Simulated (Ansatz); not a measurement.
HfB:

```
Hf B
1.0
     0.00000    2.31000    2.31000
     2.31000    0.00000    2.31000
     2.31000    2.31000    0.00000
Hf B
1 1
Direct
  0.50000 0.50000 0.50000
  0.00000 0.00000 0.00000
```

Base run:

- Program: Ansatz 0.2.0
- Functional: PBEsol
- Potentials or basis: JTH PAW
- Cutoff: 1230 eV (not typed: the program's choice for these potentials)
- k mesh: 10 × 10 × 10
- Occupations: fermi-dirac, width 0.05 eV
- Spin: no spin polarisation

Its results: band gap on the k mesh none (metal or under the smearing width); pressure 24.8 GPa.

Q: The run is repeated on the same cell with these changes: potentials or basis from JTH PAW to PseudoDojo stringent (PBEsol files); cutoff from 1230 eV (not typed: the program's choice for these potentials) to 1796 eV; valence electrons from 15 to 29. What comes out?

A: Band gap on the k mesh none (metal or under the smearing width); pressure 23.1 GPa.

Caveats: spin-orbit coupling is left out, which moves the levels of the heavy elements.
